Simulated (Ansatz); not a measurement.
# CH4Ga (SMILES [CH3][GaH]): U-revPBE/aug-cc-pVDZ

Aim: the vertical doublet–quartet gap of CH4Ga at U-revPBE/aug-cc-pVDZ, from 2 runs. 

Program for the calculation: Ansatz 0.2.0.

35 further runs of the same task are left out: 35 set aside as unsound or not needed. Runs told in other sessions of the task aren't counted.

### 1 The system as given

CH4Ga: 6 atoms, total charge 0, spin state doublet. SMILES: `[CH3][GaH]`. The coordinates come from a PBE0-D4/def2-TZVP relaxation.

Bond lengths: C1–Ga2 1.990 Å, C1–H3 1.089 Å, C1–H4 1.095 Å, C1–H5 1.094 Å, Ga2–H6 1.603 Å. Angles: C1–Ga2–H6 119.3°, Ga2–C1–H3 113.1°, Ga2–C1–H4 108.5°, Ga2–C1–H5 108.8°, H3–C1–H4 109.1°, H3–C1–H5 109.3°, H4–C1–H5 107.8°.

### 2 A single-point energy at U-revPBE/aug-cc-pVDZ

File molecule.yaml:

```yaml
crystal:
  periodic: [false, false, false]
  atoms:
    - {symbol: C, position_ang: [-0.029300, -0.418300, -0.518000]}
    - {symbol: Ga, position_ang: [0.685700, 0.372600, 1.162100]}
    - {symbol: H, position_ang: [0.574700, -1.243100, -0.892900]}
    - {symbol: H, position_ang: [-1.046400, -0.775600, -0.328700]}
    - {symbol: H, position_ang: [-0.085700, 0.364700, -1.280300]}
    - {symbol: H, position_ang: [-0.056900, 1.635600, 1.811600]}
basis:
  gaussian:
    orbitals: aug-cc-pVDZ
total_charge: 0
magnetization:
  spin_polarized: true
  initial_magnetization: 1
hamiltonian:
  xc: {name: revPBE}
accuracy: high
output: {orbitals: {seedname: orbitals}}
```

Command:

```bash
$ ansatz run molecule.yaml --threads 1 --pin off --max-ram 2610MiB --events-out events.jsonl --progress --plain --runs-dir runs
```

The log of the run:

```text
Warning: RAYON_NUM_THREADS=1 ignored (pool sized by the plan → 1); use --threads N
Functional definition: revPBE
  name "revPBE"
  parameter kappa = 1.245
  parameter beta = 0.06672455060314922
  exchange = pbe_x(kappa = kappa, mu = beta*pi^2/3)
  correlation = pbe_c(beta = beta)
1881 factors; integrals over basis functions are off by at most 4.4e-9 eV
mean field evaluation 1: about -53462.5634 eV, gradient 4.7e1 eV
mean field evaluation 2: about -53427.5894 eV, gradient 7.2e1 eV
mean field evaluation 4: about -53473.6990 eV, gradient 5.0e0 eV
mean field evaluation 8: about -53473.9524 eV, gradient 7.5e-2 eV
mean field evaluation 16: about -53473.9525 eV, gradient 1.0e-5 eV
mean field -53473.95245843 eV, -1965.1315069005 hartree, gradient 8.3e-8 eV, S^2 0.751513; 0 other end points of the search recorded, 0 dependent functions left out
reference -53473.95246876 eV, -1965.1315072802 hartree; 21, 20 occupied and 74, 75 virtual orbitals, 1881 factors
Total energy: -53473.95246876 eV, -1965.1315072802 hartree
```

Run time: 11 s. Hardware: 1 thread of Arm Neoverse V2, shared host; peak memory 0.29 GiB.

### 3 The quartet at the same level

File job.yaml:

```yaml
basis:
  gaussian:
    orbitals: aug-cc-pVDZ
crystal:
  periodic: [false, false, false]
  atoms:
    - {symbol: C, position_ang: [-0.029300, -0.418300, -0.518000]}
    - {symbol: Ga, position_ang: [0.685700, 0.372600, 1.162100]}
    - {symbol: H, position_ang: [0.574700, -1.243100, -0.892900]}
    - {symbol: H, position_ang: [-1.046400, -0.775600, -0.328700]}
    - {symbol: H, position_ang: [-0.085700, 0.364700, -1.280300]}
    - {symbol: H, position_ang: [-0.056900, 1.635600, 1.811600]}
magnetization:
  spin_polarized: true
  initial_magnetization: 3
hamiltonian:
  xc: {name: revPBE}
accuracy: high
output:
  orbitals: {seedname: orbitals}
```

Command:

```bash
$ ansatz run job.yaml --threads 1 --pin off --max-ram 2610MiB --events-out events.jsonl --progress --plain --runs-dir runs
```

The log of the run:

```text
Warning: RAYON_NUM_THREADS=1 ignored (pool sized by the plan → 1); use --threads N
[... 6 set-up lines as earlier in the session ...]
1881 factors; integrals over basis functions are off by at most 4.4e-9 eV
mean field evaluation 1: about -53458.7975 eV, gradient 4.5e1 eV
mean field evaluation 2: about -53413.8282 eV, gradient 7.8e1 eV
mean field evaluation 4: about -53468.3129 eV, gradient 1.1e1 eV
mean field evaluation 8: about -53469.6870 eV, gradient 1.8e-1 eV
mean field evaluation 16: about -53469.6873 eV, gradient 8.1e-6 eV
mean field -53469.68733175 eV, -1964.9747663859 hartree, gradient 3.2e-8 eV, S^2 3.754765; 1 other end points of the search recorded, 0 dependent functions left out
reference -53469.68734160 eV, -1964.9747667480 hartree; 22, 19 occupied and 73, 76 virtual orbitals, 1881 factors
Total energy: -53469.68734160 eV, -1964.9747667480 hartree
```

Wall time 12 s (1 thread of Arm Neoverse V2, shared host); peak memory 0.29 GiB.

### 4 Results

At U-revPBE/aug-cc-pVDZ:

| quantity | value |
| --- | --- |
| doublet: total energy | -1965.13151 Eh |
| doublet: HOMO energy (highest over α and β) | -4.24 eV |
| doublet: LUMO energy (lowest over α and β) | -2.91 eV |
| doublet: ⟨S²⟩ | 0.752 |
| quartet: total energy | -1964.97477 Eh |
| quartet: HOMO energy (highest over α and β) | -2.82 eV |
| quartet: ⟨S²⟩ | 3.755 |
| vertical energy of the quartet above the doublet | 4.265 eV |

**Reading.** At this shape the quartet lies 4.27 eV (412 kJ/mol) above the doublet.
